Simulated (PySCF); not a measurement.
# B₂ClH₄P: electronic excitations and core binding energies

Wanted: the electronic excitations and core binding energies of B₂ClH₄P (`BPBCl`), by calculation.

The runs use PySCF 2.14.0, with density-fitted response routines of our own; the level of theory stands in each step. All values are computed, except where a source is named. Atoms count from 0, in the outputs and in this text.

**1. The starting structure**

8 atoms, charge 0, multiplicity 1; geometry from: GFN2-xTB.

Bonds of the start (Å): B0–P1 1.80, P1–B2 1.82, B2–Cl3 1.71, B0–H4 1.17, B0–H5 1.17, P1–H6 1.37, B2–H7 1.17.

**2. Excited states and response: wB97X-D/def2-SVPD**

Job settings and geometry (Å):

```
{"job": {"kind": "uv", "xc": "wB97X-D", "basis": "def2-SVPD", "nstates": 8, "ntriplets": 3}, "charge": 0, "multiplicity": 1}
B      1.610532    -0.041206     0.023477
P     -0.062321    -0.546055     0.458859
B     -1.539882     0.353757    -0.121046
Cl    -1.397122     2.028704    -0.437406
H      1.807862     1.092128    -0.185475
H      2.477068    -0.823158     0.014509
H     -0.298952    -1.898619     0.456069
H     -2.588129    -0.156139    -0.233551
```

With the program's defaults for keys left out, this is: TDDFT wB97X-D/def2-SVPD, vertical, gas phase, core orbitals frozen in the response.

The run is started by

```console
$ OMP_NUM_THREADS=1 python probes_run.py task.json out
```

One launch serves the whole session: the jobs run in the order shown.

Log:

```text
coarse grid: 7904 points
cycle   1  E = -853.2516633896  dE =  4.042e-01  |g| = 2.368e-01  |ddm| = 3.132e+00
cycle   2  E = -853.2665003125  dE = -1.484e-02  |g| = 1.765e-01  |ddm| = 6.012e-01
cycle   3  E = -853.2754535840  dE = -8.953e-03  |g| = 2.789e-02  |ddm| = 2.682e-01
cycle   4  E = -853.2758166495  dE = -3.631e-04  |g| = 8.724e-03  |ddm| = 8.276e-02
cycle   5  E = -853.2758478925  dE = -3.124e-05  |g| = 1.938e-03  |ddm| = 1.882e-02
cycle   6  E = -853.2758499978  dE = -2.105e-06  |g| = 4.813e-04  |ddm| = 5.907e-03
final grid: 67576 points
cycle   7  E = -853.3730959019  dE = -5.593e-05  |g| = 3.609e-03  |ddm| = 7.307e-02
cycle   8  E = -853.3730992715  dE = -3.370e-06  |g| = 2.129e-03  |ddm| = 1.285e-02
cycle   9  E = -853.3731006847  dE = -1.413e-06  |g| = 4.118e-04  |ddm| = 4.326e-03
cycle  10  E = -853.3731008130  dE = -1.283e-07  |g| = 1.748e-04  |ddm| = 1.963e-03
cycle  11  E = -853.3731008312  dE = -1.814e-08  |g| = 5.330e-05  |ddm| = 3.944e-04
cycle  12  E = -853.3731008359  dE = -4.686e-09  |g| = 1.406e-05  |ddm| = 2.508e-04
cycle  13  E = -853.3731008362  dE = -3.001e-10  |g| = 4.304e-06  |ddm| = 5.337e-05
converged SCF energy = -853.3731008362

Static polarisability (au): isotropic 71.231, principal 51.475 71.125 91.095

Singlet excitations
state   eV       nm        f      main configurations
  1   4.6375    267.4   0.23620   H->L 0.95
  2   5.0982    243.2   0.00593   H-1->L 0.91
  3   6.2528    198.3   0.00709   H-2->L 0.81
  4   6.2846    197.3   0.10419   H->L+1 0.80
  5   6.4727    191.5   0.02272   H-3->L 0.63, H-1->L+1 0.15, H->L+1 0.08
  6   6.9176    179.2   0.02417   H->L+2 0.69, H->L+5 0.22
  7   7.2975    169.9   0.03434   H-1->L+1 0.62, H-3->L 0.23
  8   7.4902    165.5   0.04254   H-4->L 0.77

Triplet excitations (Tamm-Dancoff, eV): 3.3863 4.7712 4.9315
```

Run time: 19 s. Hardware: 1 thread of Arm Neoverse N1, shared host; peak memory 0.52 GiB.

The orbitals next to the gap, with their largest atomic shares:

```
orbital      eV                       atoms
 HOMO−3  -12.16  B0 28 %, Cl3 23 %, P1 21 %
 HOMO−2  -11.92   B0 36 %, H4 24 %, P1 14 %
 HOMO−1  -10.52  Cl3 53 %, B2 17 %, P1 12 %
   HOMO   -9.35   P1 53 %, B0 16 %, B2 13 %
   LUMO   -0.54   B0 29 %, B2 28 %, P1 18 %
 LUMO+1    1.11   P1 28 %, B0 25 %, B2 24 %
 LUMO+2    1.76  B2 39 %, B0 23 %, Cl3 13 %
```

With each of the 8 states as a Gaussian band of 0.4 eV half-width at 1/e, the curve within the window shown has maxima at 267 nm (ε 9,600), 196 nm (ε 5,400), 169 nm (ε 3,200) L/(mol cm). Beyond the last state computed it falls off for lack of states. The curve at chosen wavelengths:

| nm | ε (L/mol/cm) |
| --- | --- |
| 159 | 1295 |
| 165 | 2889 |
| 171 | 3084 |
| 177 | 2462 |
| 183 | 2719 |
| 188 | 3916 |
| 194 | 5267 |
| 200 | 4896 |
| 206 | 3126 |
| 212 | 1442 |
| 218 | 536 |
| 224 | 276 |
| 230 | 459 |
| 235 | 976 |
| 241 | 2196 |
| 247 | 4128 |
| 253 | 6453 |
| 259 | 8490 |
| 265 | 9555 |
| 271 | 9357 |
| 277 | 8104 |
| 282 | 6617 |
| 288 | 4751 |
| 294 | 3135 |
| 300 | 1921 |
| 306 | 1104 |

Leading natural transition orbitals of singlet state 1: the hole lies on P1 55 %; B0 13 %; Cl3 11 %; the particle on B0, B2 about 31 % each; H4, H5, H7 about 8 % each; Cl3 8 %.

Further results of this job:

```
           property  computed
  dipole moment (D)      1.27
polarisability (Å³)     10.56
 HOMO–LUMO gap (eV)      8.80
      −ε(HOMO) (eV)      9.35
```

The fields below are evaluated on a grid from the run's orbitals.

Frontier orbitals at wB97X-D/def2-SVPD, with the share of their density that lies nearest to each atom:

```
orbital  energy (eV)                                                    lies on
   HOMO        -9.35                                  P1 57 %; B0 13 %; Cl3 9 %
   LUMO        -0.54  B0, B2 about 30 % each; H4, H5, H7 about 8 % each; P1 8 %
```

ELF in a plane through or near 8 of the atoms.

Ten even steps from '0' (0.00) to '9' (1.00):
```
0000000000000000000000000000
0000000000000000000000000000
0000000000000000111100000000
0000000000000003455433100000
0000000168820036788876420000
0000002799990047932398640000
0000003899992026826288640000
0000002699993002663576420000
0000256651354212466631000000
0002899958678558657365200000
0004999992493127912799971000
0003999995681632856999992000
0000699941135445313999980000
0000023200069998200499730000
0000000000189999400012000000
0000000000079999300000000000
0000000000027875000000000000
0000000000000000000000000000
0000000000000000000000000000
0000000000000000000000000000
```
The map spans 10.4 Å across and 9.1 Å up, centred on the molecule. Atoms in the plane (x, y in Å): B0 (-1.6, 0.3), P1 (-0.1, -0.6), B2 (1.6, 0.1), Cl3 (1.8, 1.8), H4 (-1.6, 1.4), H5 (-2.6, -0.3), H6 (-0.1, -2.0), H7 (2.5, -0.6).

On the surface of density 0.002 e/bohr³ the electrostatic potential runs, from the 1st to the 99th percentile, from -0.41 V near Cl3 to 1.04 V near B2.

**3. Core-electron binding energies: SCAN, X2C**

The job, as its differences from that of step 2:

```diff
@@ -1,2 +1,2 @@
-{"job": {"kind": "uv", "xc": "wB97X-D", "basis": "def2-SVPD", "nstates": 8, "ntriplets": 3}, "charge": 0, "multiplicity": 1}
+{"job": {"kind": "xps"}, "charge": 0, "multiplicity": 1}
 B      1.610532    -0.041206     0.023477
```

Method: delta-SCF UKS SCAN, pcX-2 on the ionised atom, pcseg-1 elsewhere, spin-free X2C.

Log:

```text
ground state, core basis on atom 0 (B), 115 functions
  cycle   1  E = -855.65797826  |g| = 2.39e-01
  cycle   2  E = -855.64443146  |g| = 3.03e-01
  cycle   3  E = -855.67764949  |g| = 7.89e-02
  cycle   4  E = -855.67989262  |g| = 2.33e-02
  cycle   5  E = -855.68007903  |g| = 5.60e-03
  cycle   6  E = -855.68008476  |g| = 2.01e-03
  cycle   7  E = -855.68008720  |g| = 8.21e-04
  cycle   8  E = -855.68008568  |g| = 1.16e-04
  E(ground) = -855.70812984 Eh
hole in B 1s of atom 0
  cycle   1  E = -848.05780559  |g| = 1.16e+00
  cycle   2  E = -846.14626641  |g| = 1.89e+00
  cycle   3  E = -848.21419143  |g| = 5.59e-01
  cycle   4  E = -848.43862028  |g| = 2.63e-01
  cycle   5  E = -848.48366379  |g| = 1.33e-01
  cycle   6  E = -848.49365051  |g| = 8.33e-02
  cycle   7  E = -848.49945423  |g| = 2.20e-02
  cycle   8  E = -848.50068830  |g| = 2.26e-02
  cycle   9  E = -848.50163987  |g| = 1.15e-02
  cycle  10  E = -848.50184140  |g| = 6.87e-03
  cycle  11  E = -848.50188316  |g| = 1.95e-03
  cycle  12  E = -848.50188685  |g| = 7.11e-04
  cycle  13  E = -848.50188776  |g| = 1.61e-04
  E(ion) = -848.53036507 Eh   <S^2> = 1.1473   hole on atom = 1.000   binding energy = 195.317 eV
ground state, core basis on atom 1 (P), 126 functions
  cycle   1  E = -855.80135548  |g| = 3.38e-01
  cycle   2  E = -855.80113311  |g| = 3.73e-02
  cycle   3  E = -855.80029409  |g| = 6.19e-02
  cycle   4  E = -855.80162211  |g| = 6.99e-03
  cycle   5  E = -855.80163583  |g| = 3.72e-03
  cycle   6  E = -855.80163884  |g| = 4.01e-04
  E(ground) = -855.79968299 Eh
hole in P 1s of atom 1
  cycle   1  E = -775.64022894  |g| = 4.72e+00
  cycle   2  E = -775.70947698  |g| = 2.21e+00
  cycle   3  E = -776.07902133  |g| = 1.04e+00
  cycle   4  E = -776.69943623  |g| = 3.83e-01
  cycle   5  E = -776.77750236  |g| = 1.75e-01
  cycle   6  E = -776.79496537  |g| = 4.81e-02
  cycle   7  E = -776.79609280  |g| = 1.68e-02
  cycle   8  E = -776.79625226  |g| = 4.69e-03
  cycle   9  E = -776.79626631  |g| = 1.02e-03
  cycle  10  E = -776.79626594  |g| = 1.94e-04
  E(ion) = -776.79332606 Eh   <S^2> = 0.7517   hole on atom = 1.000   binding energy = 2149.872 eV
hole in P 2p of atom 1
  cycle   1  E = -850.36946248  |g| = 1.39e+00
  cycle   2  E = -850.12416208  |g| = 1.29e+00
  cycle   3  E = -850.67226527  |g| = 3.58e-01
  cycle   4  E = -850.74594367  |g| = 1.65e-01
  cycle   5  E = -850.76066251  |g| = 6.71e-02
  cycle   6  E = -850.76334737  |g| = 1.23e-02
  cycle   7  E = -850.76342815  |g| = 5.98e-03
  cycle   8  E = -850.76344753  |g| = 1.03e-03
  cycle   9  E = -850.76344826  |g| = 5.71e-04
  cycle  10  E = -850.76344903  |g| = 1.78e-04
  E(ion) = -850.77126705 Eh   <S^2> = 0.7535   hole on atom = 1.002   binding energy = 136.830 eV
  2p3/2 = 136.490 eV   2p1/2 = 137.377 eV
ground state, core basis on atom 2 (B), 115 functions
  cycle   1  E = -855.68142739  |g| = 6.54e-02
  cycle   2  E = -855.67988061  |g| = 8.11e-02
  cycle   3  E = -855.68202946  |g| = 2.32e-02
  cycle   4  E = -855.68219340  |g| = 1.00e-02
  cycle   5  E = -855.68223341  |g| = 1.25e-03
  cycle   6  E = -855.68223423  |g| = 2.61e-04
  E(ground) = -855.71060706 Eh
hole in B 1s of atom 2
  cycle   1  E = -848.01430318  |g| = 1.17e+00
  cycle   2  E = -846.36462462  |g| = 1.98e+00
  cycle   3  E = -848.29347817  |g| = 4.44e-01
  cycle   4  E = -848.25747130  |g| = 4.73e-01
  cycle   5  E = -848.43428006  |g| = 1.50e-01
  cycle   6  E = -848.45085883  |g| = 4.87e-02
  cycle   7  E = -848.45307462  |g| = 1.88e-02
  cycle   8  E = -848.45358524  |g| = 1.62e-02
  cycle   9  E = -848.45402277  |g| = 1.20e-02
  cycle  10  E = -848.45425251  |g| = 6.44e-03
  cycle  11  E = -848.45429780  |g| = 2.19e-03
  cycle  12  E = -848.45430005  |g| = 5.32e-04
  cycle  13  E = -848.45430013  |g| = 1.61e-04
  E(ion) = -848.48126601 Eh   <S^2> = 0.9795   hole on atom = 1.000   binding energy = 196.720 eV
ground state, core basis on atom 3 (Cl), 126 functions
  cycle   1  E = -855.87453308  |g| = 4.86e-01
  cycle   2  E = -855.87459635  |g| = 5.51e-02
  cycle   3  E = -855.87412769  |g| = 5.80e-02
  cycle   4  E = -855.87479480  |g| = 1.93e-02
  cycle   5  E = -855.87492183  |g| = 2.90e-03
  cycle   6  E = -855.87492146  |g| = 7.02e-04
  cycle   7  E = -855.87492180  |g| = 9.98e-05
  E(ground) = -855.88510348 Eh
hole in Cl 1s of atom 3
  cycle   1  E = -750.66085530  |g| = 5.47e+00
  cycle   2  E = -750.91703672  |g| = 2.22e+00
  cycle   3  E = -751.40194332  |g| = 8.92e-01
  cycle   4  E = -751.73459617  |g| = 4.51e-01
  cycle   5  E = -751.85466237  |g| = 2.53e-01
  cycle   6  E = -751.90129800  |g| = 5.51e-02
  cycle   7  E = -751.90280739  |g| = 2.53e-02
  cycle   8  E = -751.90324467  |g| = 5.58e-03
  cycle   9  E = -751.90326659  |g| = 1.62e-03
  cycle  10  E = -751.90326782  |g| = 3.27e-04
  E(ion) = -751.92293239 Eh   <S^2> = 0.7520   hole on atom = 1.000   binding energy = 2828.955 eV
hole in Cl 2p of atom 3
  cycle   1  E = -847.79652661  |g| = 1.70e+00
  cycle   2  E = -847.58744880  |g| = 1.35e+00
  cycle   3  E = -848.10379145  |g| = 4.30e-01
  cycle   4  E = -848.20725498  |g| = 2.60e-01
  cycle   5  E = -848.25512090  |g| = 7.92e-02
  cycle   6  E = -848.25878900  |g| = 2.49e-02
  cycle   7  E = -848.25921750  |g| = 6.23e-03
  cycle   8  E = -848.25924505  |g| = 1.89e-03
  cycle   9  E = -848.25924692  |g| = 3.88e-04
  E(ion) = -848.27948875 Eh   <S^2> = 0.7515   hole on atom = 1.001   binding energy = 206.959 eV
  2p3/2 = 206.373 eV   2p1/2 = 208.027 eV
```

Run time: 38 s. Hardware: 1 thread of Arm Neoverse N1, shared host; peak memory 0.39 GiB.

The holes in one table. −ε is the ground-state orbital energy:

```
       hole  stands for                  environment  ΔSCF (eV; 2p as the shell's mean)  −ε (eV)   ⟨S²⟩
  B1s on B0          B0       boron bonded to P, 2 H                  195.32 (doubtful)    180.5  1.147
  P1s on P1          P1  phosphorus bonded to 2 B, H                            2149.87   2092.8  0.752
  P2p on P1          P1  phosphorus bonded to 2 B, H                             136.79    125.9  0.753
  B1s on B2          B2     boron bonded to Cl, P, H                  196.72 (doubtful)    181.7  0.979
Cl1s on Cl3         Cl3         chlorine bonded to B                            2828.95   2764.0  0.752
Cl2p on Cl3         Cl3         chlorine bonded to B                             206.92    193.8  0.752
```

Doubtful: the ion did not converge, its hole moved, or its ⟨S²⟩ is well above 0.75.

With the spin-orbit splitting: P1 2p3/2 136.49, 2p1/2 137.38 eV; Cl3 2p3/2 206.37, 2p1/2 208.03 eV. The table gives each 2p level as the mean over the whole 2p shell (two parts 2p3/2, one part 2p1/2), which differs a little from the single hole in the log.

**4. What came out**

| quantity | value |
| --- | --- |
| lowest singlet (wB97X-D/def2-SVPD) | 4.64 eV (267 nm), f = 0.236 |
| lowest triplet | 3.39 eV |
| surface potential, 1st and 99th percentile | -0.41 V and 1.04 V |
| P1s binding energies, SCAN/pcX-2 | P1 2149.87 eV |
| P2p binding energies, SCAN/pcX-2 | P1 136.79 eV |
| Cl1s binding energies, SCAN/pcX-2 | Cl3 2828.95 eV |
| Cl2p binding energies, SCAN/pcX-2 | Cl3 206.92 eV |

The first singlet state (HOMO→LUMO 0.95) lies at 4.64 eV and is bright. The lowest triplet lies 1.25 eV below the lowest singlet (triplets in Tamm-Dancoff, singlets in full TDDFT). By nearest atom (wB97X-D/def2-SVPD), the HOMO sits on P1 57 %; B0 13 % and the LUMO on B0, B2 about 30 % each; H4, H5, H7 about 8 % each.
